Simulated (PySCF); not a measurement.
**TcSBr₂: structure of the quartet**

Aim: relax TcSBr₂ as a quartet from a PBE0 minimum start, check by its vibrations whether the end is a minimum, and collect its spectrum and constants.

Computed with PySCF 2.14.0. Level: PBE0, basis Tc def2-SVP with ECP28, S def2-SVP, Br def2-SVP, scalar-relativistic core potentials, no spin–orbit coupling, density fitting.

**1. The starting structure**

4 atoms, charge 0, spin multiplicity 4.

Bond lengths: Tc1–S2 2.078 Å, Tc1–Br3 2.377 Å, Tc1–Br4 2.377 Å. Angles: S2–Tc1–Br3 114.2°, S2–Tc1–Br4 114.2°, Br3–Tc1–Br4 131.6°.

```xyz
4
charge 0 multiplicity 4
Tc    0.0000    0.0000   -0.3025
S     0.0000    0.0000   -2.3801
Br   -2.1686    0.0000    0.6716
Br    2.1686    0.0000    0.6716
```

**2. Finding the electronic state**

The steps below are one call of a driver around PySCF. For each, scf.py gives the equivalent set-up of the SCF; relaxations use the driver's own optimiser. After this first run the driver tries any further starts and a stability analysis.

File scf.py:

```python
from pyscf import gto, scf, dft
mol = gto.M(atom='''
Tc    -0.000000     0.000000    -0.302470
S     -0.000000    -0.000000    -2.380060
Br    -2.168610    -0.000000     0.671650
Br     2.168610    -0.000000     0.671650''',
    basis={'Tc': 'def2-SVP', 'S': 'def2-SVP', 'Br': 'def2-SVP'},
    ecp={'Tc': 'def2-SVP'},
    charge=0, spin=3)
mf = dft.UKS(mol, xc='PBE0')
mf.grids.atom_grid = (50, 194)
aux = {'Tc': 'def2-universal-JKFIT', 'S': 'def2-universal-JKFIT', 'Br': 'def2-universal-JKFIT'}
mf = mf.density_fit(auxbasis=aux)
mf.conv_tol = 1e-08
mf.diis_space = 10
mf.max_cycle = 60
mf.init_guess = 'minao'
mf.verbose = 4
mf.kernel()
```

Launch:

```bash
> OMP_NUM_THREADS=4 python axn.py task.json out
```

The program printed:

```text
init E= -5615.38010791788
[... the frontier-level lines of each cycle are left out ...]
cycle= 1 E= -5625.7686807214  delta_E= -10.4  |g|= 0.472  |ddm|= 2.52
cycle= 2 E= -5625.00955650165  delta_E= 0.759  |g|= 1.22  |ddm|= 1.61
cycle= 3 E= -5625.8720522628  delta_E= -0.862  |g|= 0.248  |ddm|= 1.35
cycle= 4 E= -5625.8978275673  delta_E= -0.0258  |g|= 0.137  |ddm|= 0.422
cycle= 5 E= -5625.91042009693  delta_E= -0.0126  |g|= 0.0445  |ddm|= 0.216
cycle= 6 E= -5625.91143392249  delta_E= -0.00101  |g|= 0.0186  |ddm|= 0.053
cycle= 7 E= -5625.91177262696  delta_E= -0.000339  |g|= 0.00837  |ddm|= 0.0309
cycle= 8 E= -5625.91195430947  delta_E= -0.000182  |g|= 0.00265  |ddm|= 0.0374
cycle= 9 E= -5625.91199097163  delta_E= -3.67e-05  |g|= 0.00211  |ddm|= 0.0172
cycle= 10 E= -5625.91200728377  delta_E= -1.63e-05  |g|= 0.000698  |ddm|= 0.013
cycle= 11 E= -5625.91201052253  delta_E= -3.24e-06  |g|= 0.000283  |ddm|= 0.00729
cycle= 12 E= -5625.91201080226  delta_E= -2.8e-07  |g|= 0.000126  |ddm|= 0.00192
cycle= 13 E= -5625.91201084524  delta_E= -4.3e-08  |g|= 2.58e-05  |ddm|= 0.000809
cycle= 14 E= -5625.91201084709  delta_E= -1.86e-09  |g|= 8.88e-06  |ddm|= 0.000138
Extra cycle  E= -5625.91201084719  delta_E= -9.82e-11  |g|= 1.21e-05  |ddm|= 3.52e-05
converged SCF energy = -5625.91201084719  <S^2> = 3.8092449  2S+1 = 4.0295136
```

This step, with its further starts and checks, ran for 21 s (4 threads of Arm Neoverse V2, shared host).

Energies from each starting density:

```csv
start,energy (Eh)
the minimal-basis guess,-5625.912011
a thermally smeared density,-5625.912011
a smeared PBE density,-5625.912011
```

The test of internal stability and the other starts found no lower solution of this spin.

**3. Relaxing the quartet from the PBE0 minimum start**

The program finds C2v symmetry in the start, which this walk keeps.

scf.py: that of step 2 with these lines changed.

```diff
@@ -3,4 +3,4 @@
-Tc    -0.000000     0.000000    -0.302470
-S     -0.000000    -0.000000    -2.380060
-Br    -2.168610    -0.000000     0.671650
-Br     2.168610    -0.000000     0.671650''',
+Tc     0.000000     0.000000    -0.302467
+S      0.000000     0.000000    -2.380057
+Br    -2.168610     0.000000     0.671653
+Br     2.168610     0.000000     0.671653''',
@@ -17 +16,0 @@
-mf.init_guess = 'minao'
```

Energy and gradient, step by step:

```
step   energy (Eh)  change (kJ/mol)  largest symmetric gradient (Eh/bohr)
   0  -5625.912011             0.00                               0.00050
   1  -5625.912013             0.00                               0.00020
```

The walk took 7.7 s.

Geometry (Å) and forces (eV/Å) at some steps:

```
step 0
Tc   0.000   0.000  -0.302   0.000   0.000   0.026
S    0.000   0.000  -2.380   0.000   0.000  -0.004
Br  -2.169   0.000   0.672   0.004   0.000  -0.011
Br   2.169   0.000   0.672  -0.004   0.000  -0.011
step 1
Tc   0.000   0.000  -0.301   0.000   0.000   0.010
S    0.000   0.000  -2.379   0.000   0.000   0.003
Br  -2.169   0.000   0.671  -0.001   0.000  -0.007
Br   2.169   0.000   0.671   0.001   0.000  -0.007
```

After 1 steps and 0.0 kJ/mol it ends at C2v: Tc–Br 2.377 Å (×2), Tc–S 2.078 Å; Br–Tc–Br 131.7°, Br–Tc–S 114.1° (×2).

**4. Frequencies**

On the finer grid the gradient is checked again; gradients at displacements of ±0.02 bohr then give force constants and infrared intensities.

scf.py: that of step 3 with these lines changed.

```diff
@@ -3,4 +3,4 @@
-Tc     0.000000     0.000000    -0.302467
-S      0.000000     0.000000    -2.380057
-Br    -2.168610     0.000000     0.671653
-Br     2.168610     0.000000     0.671653''',
+Tc     0.000000     0.000000    -0.301344
+S      0.000000     0.000000    -2.378825
+Br    -2.169341     0.000000     0.670582
+Br     2.169341     0.000000     0.670582''',
@@ -11 +11 @@
-mf.grids.atom_grid = (50, 194)
+mf.grids.atom_grid = (75, 302)
@@ -14 +14 @@
-mf.conv_tol = 1e-08
+mf.conv_tol = 1e-10
```

The driver hands on the density of the step before, so the log starts near convergence.

SCF at the final geometry:

```text
init E= -5625.91209403342
[... the frontier-level lines of each cycle are left out ...]
cycle= 1 E= -5625.91209403317  delta_E= 2.4e-10  |g|= 2.3e-05  |ddm|= 4.67e-05
cycle= 2 E= -5625.91209403217  delta_E= 1.01e-09  |g|= 4.57e-05  |ddm|= 8.92e-05
cycle= 3 E= -5625.9120940335  delta_E= -1.33e-09  |g|= 4.52e-06  |ddm|= 5.93e-05
cycle= 4 E= -5625.91209403353  delta_E= -3.09e-11  |g|= 8.71e-07  |ddm|= 4.49e-06
Extra cycle  E= -5625.91209403353  delta_E= -1.82e-12  |g|= 1.54e-06  |ddm|= 4.23e-06
converged SCF energy = -5625.91209403353  <S^2> = 3.8093145  2S+1 = 4.0295481
```

The whole step took 89 s.

Geometry: C2v; Tc–Br 2.377 Å (×2), Tc–S 2.077 Å; Br–Tc–Br 131.7°, Br–Tc–S 114.1° (×2).

Harmonic modes (main isotopes):

```tsv
symmetry	ω (cm⁻¹)	IR (km/mol)	μ (u)	type
b1	63	3.3	67.94	bend
a1	73	0.0	72.81	bend
b2	119	1.0	39.04	bend
a1	249	7.0	73.97	stretch
b2	339	54.0	88.84	stretch
a1	565	34.6	39.03	stretch
```

All wavenumbers are real: a minimum.

Properties at this point:

- Dipole moment: 0.14 D
- Highest occupied level: -7.01 eV
- Lowest empty level: -4.03 eV
- Rotational constants: 0.06462, 0.0227, 0.0168 cm⁻¹
- Zero-point energy: 8.4 kJ/mol
- Principal polarisabilities: 50.4, 103.8, 111.8 bohr³
- Atomisation energy without zero-point energy: 1061 kJ/mol
- Principal traceless quadrupole moments about the centre of mass: -1.46, -0.13, 1.59 D Å
- Entropy at 298.15 K and 1 bar (electronic part: spin only): 375.9 J/(mol K)
- Heat capacity Cp at 298.15 K: 76.5 J/(mol K)
- Enthalpy at 298.15 K above 0 K: 18.67 kJ/mol
- Rotational symmetry number: 2
- Spin squared ⟨S²⟩: 3.809

Populations by atom (charges in e):

```tsv
atom	Mulliken	Löwdin	polar tensor	spin (Mulliken)	Mayer order to Tc1
Tc1	0.34	-0.69	1.16	2.79	–
S2	-0.03	0.34	-0.31	0.09	2.18
Br3,4	-0.15	0.18	-0.43	0.06	1.18
```

Outer orbital energies (eV). α occupied: -10.86, -9.52, -9.35, -9.29, -8.73, -8.33, -7.86, -7.01; empty: -4.03, -3.69, 0.06, 0.09. β occupied: -10.88, -10.50, -9.55, -9.39, -9.19, -9.18, -8.76, -8.42; empty: -3.68, -3.66, -3.27, -3.20.

Mulliken populations on Tc1 (outside its core potential): s 2.46, p 6.55, d 5.64, f 0.02.

**5. Summary of results**

| quantity | value |
| --- | --- |
| minimum | quartet, C2v |
| geometry | Tc–Br 2.377 Å (×2), Tc–S 2.077 Å; Br–Tc–Br 131.7°, Br–Tc–S 114.1° (×2) |
| wavenumbers (cm⁻¹) | 63 (b1), 73 (a1), 119 (b2), 249 (a1), 339 (b2), 565 (a1) |
| dipole moment | 0.14 D |
| highest occupied, lowest empty level (either spin) | -7.01, -4.03 eV |
| polar-tensor charge of Tc1 | +1.16 e |
| zero-point energy | 8.4 kJ/mol |
| entropy at 298.15 K | 375.9 J/(mol K) |
| atomisation energy (no zero-point energy) | 1061 kJ/mol |
| ⟨S²⟩ | 3.809 |

**Reading.** The molecule stays C2v, as typed, and the end point is a minimum. In the infrared the band at 339 cm⁻¹ (b2, stretch) leads. Most of the spin sits on Tc1 (Mulliken spin 2.79, against 3 for the whole molecule). Only this shape and spin were tried, so other structures or states may lie lower. Open d and f shells are described by one determinant, and the ground state may have another occupation or spin.

The search up to here took 2 min.
